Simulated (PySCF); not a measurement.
# C4H12Si (tetramethylsilane) at 6 levels

Wanted: a comparison of 6 runs (B2PLYP/6-31G*, BHLYP/6-31G*, BLYP/6-31G*, TPSS/6-31G*, r2SCAN/6-31G*, CCSD(T)/6-31G*) of C4H12Si (tetramethylsilane). The job is set up through a Python script.

The calculation is run with PySCF 2.14.0.

1 further run of the same task is left out (set aside as unsound or not needed).

### Step 1. The structure to begin with

C4H12Si has 17 atoms, charge 0, and is taken as a singlet. SMILES: `C[Si](C)(C)C`. The C5–H16 distance was set to 1.412 Å, away from the relaxed value.

Bond lengths: C1–Si2 1.909 Å, Si2–C3 1.909 Å, Si2–C4 1.909 Å, Si2–C5 1.909 Å, C1–H6 1.086 Å, C1–H7 1.086 Å, C1–H8 1.086 Å, C3–H9 1.086 Å, C3–H10 1.086 Å, C3–H11 1.086 Å, C4–H12 1.086 Å, C4–H13 1.086 Å, C4–H14 1.086 Å, C5–H15 1.086 Å, C5–H17 1.086 Å. Some angles: C1–Si2–C3 109.5°, C1–Si2–C4 109.4°, C1–Si2–C5 109.5°, C3–Si2–C4 109.4°, C3–Si2–C5 109.5°, C4–Si2–C5 109.6°, Si2–C1–H6 111.4°, Si2–C1–H7 111.4°, Si2–C1–H8 111.3°, Si2–C3–H9 111.4°. A long bond or contact: C5–H16 1.412 Å.

### Step 2. A single-point energy at B2PLYP/6-31G(d) (spherical functions) (run 1)

Contents of input.xyz:

```xyz
17

C     -0.430552     1.017418    -1.942274
Si    -0.055342     0.145648    -0.285534
C      1.595488     0.797228     0.417906
C      0.076718    -1.736812    -0.576384
C     -1.461112     0.503288     0.955986
H     -0.509592     2.092918    -1.815794
H     -1.366042     0.669478    -2.369884
H      0.351058     0.830908    -2.672744
H      1.845508     0.310678     1.355966
H      1.552108     1.865878     0.605726
H      2.416168     0.619708    -0.270684
H      0.288988    -2.266712     0.347286
H      0.870938    -1.973032    -1.278324
H     -0.846752    -2.140872    -0.980204
H     -2.417082     0.145338     0.585676
H     -1.224050    -0.125960     2.197140
H     -1.561682     1.568088     1.143836
```

Contents of input.py:

```python
from pyscf import gto, dft, mp

system = gto.Mole()
system.atom = 'input.xyz'
system.max_memory = 1860
system.basis = '6-31g*'
system.verbose = 3
system.build()

mf = dft.RKS(system)
mf.xc = '0.53*HF + 0.47*B88, 0.73*LYP'
mf.conv_tol = 1e-10
mf.grids.level = 5
mf.kernel()
if not mf.converged:
    mf = mf.newton().run(mf.mo_coeff, mf.mo_occ)

pt = mp.MP2(mf, frozen=9).run()
e_tot = mf.e_tot + 0.27 * pt.e_corr
print('PT2 part  %.8f' % (0.27 * pt.e_corr))
print('E = %.10f Eh' % e_tot)
```

Launch:

```
OMP_NUM_THREADS=1 python input.py
```

The program printed:

```text
converged SCF energy = -448.56327254986
E(RMP2) = -449.308867331736  E_corr = -0.745594781875968
E(SCS-RMP2) = -449.314074101205  E_corr = -0.750801551345165
PT2 part  -0.20131059
E = -448.7645831410 Eh
```

It took 36 s on 1 thread of Intel Xeon at 2.70GHz, shared host; peak memory 0.52 GiB.

### Step 3. A single-point energy at BHLYP/6-31G(d) (spherical functions) (run 2)

Contents of geometry.xyz:

```xyz
17
C4H12Si
C     -0.430552     1.017418    -1.942274
Si    -0.055342     0.145648    -0.285534
C      1.595488     0.797228     0.417906
C      0.076718    -1.736812    -0.576384
C     -1.461112     0.503288     0.955986
H     -0.509592     2.092918    -1.815794
H     -1.366042     0.669478    -2.369884
H      0.351058     0.830908    -2.672744
H      1.845508     0.310678     1.355966
H      1.552108     1.865878     0.605726
H      2.416168     0.619708    -0.270684
H      0.288988    -2.266712     0.347286
H      0.870938    -1.973032    -1.278324
H     -0.846752    -2.140872    -0.980204
H     -2.417082     0.145338     0.585676
H     -1.224050    -0.125960     2.197140
H     -1.561682     1.568088     1.143836
```

Contents of calc.py:

```python
from pyscf import gto, dft

mol = gto.Mole()
mol.atom = 'geometry.xyz'
mol.basis = '6-31g*'
mol.verbose = 3
mol.max_memory = 1860
mol.build()

myscf = dft.RKS(mol, xc='bhandhlyp')
myscf.grids.level = 5
myscf.conv_tol = 1e-10
myscf.kernel()
if not myscf.converged:
    myscf = myscf.newton().run(myscf.mo_coeff, myscf.mo_occ)

e_final = myscf.e_tot
print('E(%s) = %.9f' % ('BHLYP', e_final))
```

Launch:

```
OMP_NUM_THREADS=1 python calc.py
```

The program printed:

```text
converged SCF energy = -449.01474474004
E(BHLYP) = -449.014744740
```

It took 45 s on 1 thread of Intel Xeon at 2.70GHz, shared host; peak memory 0.52 GiB.

Runs 3 to 5 aren't shown in full; the table further down has their settings and results.

### Step 4. A single-point energy at CCSD(T)/6-31G(d) (spherical functions) (run 6)

Contents of calc.py:

```python
from pyscf import gto, cc

mol = gto.M(
    atom='''
C     -0.813625     1.922641    -3.670366
Si    -0.104581     0.275235    -0.539581
C      3.015035     1.506543     0.789728
C      0.144976    -3.282099    -1.089208
C     -2.761102     0.951076     1.806552
H     -0.962989     3.955042    -3.431353
H     -2.581445     1.265130    -4.478432
H      0.663403     1.570189    -5.050754
H      3.487505     0.587096     2.562404
H      2.933059     3.525998     1.144656
H      4.565896     1.171078    -0.511519
H      0.546108    -4.283465     0.656275
H      1.645834    -3.728490    -2.415682
H     -1.600129    -4.045662    -1.852317
H     -4.567623     0.274649     1.106767
H     -2.313119    -0.238030     4.151993
H     -2.951151     2.963257     2.161537
''',
    unit='bohr',
    verbose=3,
    basis='6-31g*',
    spin=0,
    max_memory=1860,
    charge=0,
)

calc0 = mol.RHF()
calc0.conv_tol = 1e-10
calc0.kernel()
if not calc0.converged:
    calc0 = calc0.newton().run(calc0.mo_coeff, calc0.mo_occ)

mycc = cc.CCSD(calc0, frozen=9)
mycc.kernel()
e_t = mycc.ccsd_t()
etot = mycc.e_tot + e_t
print('Final energy', etot)
```

Launch:

```
OMP_NUM_THREADS=1 python calc.py
```

The program printed:

```text
converged SCF energy = -447.371388083722
E(CCSD) = -448.0530535027023  E_corr = -0.6816654189800315
CCSD(T) correction = -0.0182117099026795
Final energy -448.071265212605
```

It took 53 s on 1 thread of Intel Xeon at 2.70GHz, shared host; peak memory 0.67 GiB.

### Step 5. Overview of the runs

```csv
run,level,frozen core orbitals,integration grid,energy (Eh),dipole moment (D) of the reference,HOMO energy (eV),LUMO energy (eV),wall time
1,B2PLYP/6-31G* (spherical functions),9,5,-448.764583,0.36,-9.24,2.83,36 s
2,BHLYP/6-31G* (spherical functions),–,5,-449.014745,0.35,-9.29,2.51,45 s
3,BLYP/6-31G* (spherical functions),–,5,-448.996234,0.35,-6.56,0.65,53 s
4,TPSS/6-31G* (spherical functions),–,5,-449.180706,0.37,-6.90,0.79,89 s
5,r2SCAN/6-31G* (spherical functions),–,5,-448.987609,0.33,-7.06,0.84,68 s
6,CCSD(T)/6-31G* (spherical functions),9,–,-448.071265,0.41,-11.26,5.03,53 s
```

### Step 6. Outcome

```
                                          quantity          value
                               run 6: total energy  -448.07127 Eh
       run 6: dipole moment (Hartree–Fock density)         0.41 D
        run 6: HOMO energy (Hartree–Fock orbitals)      -11.26 eV
        run 6: LUMO energy (Hartree–Fock orbitals)        5.03 eV
      run 6: HOMO–LUMO gap (Hartree–Fock orbitals)       16.29 eV
run 6: correlation energy (9 core orbitals frozen)     -699.9 mEh
                             run 6: (T) correction     -18.21 mEh
                              run 6: T1 diagnostic          0.010
```

What this shows: Over runs 1, 2, 3, 4, 5 the dipole moment (its size) runs from 0.33 D (r2SCAN/6-31G*) to 0.37 D (TPSS/6-31G*). Over runs 1, 2, 3, 4, 5 the HOMO–LUMO gap runs from 7.21 eV (BLYP/6-31G*) to 12.07 eV (B2PLYP/6-31G*). A double hybrid's value is that of its SCF part. Totals of different functionals can't be ranked against each other. All runs together took 5.7 min, the longest 89 s.
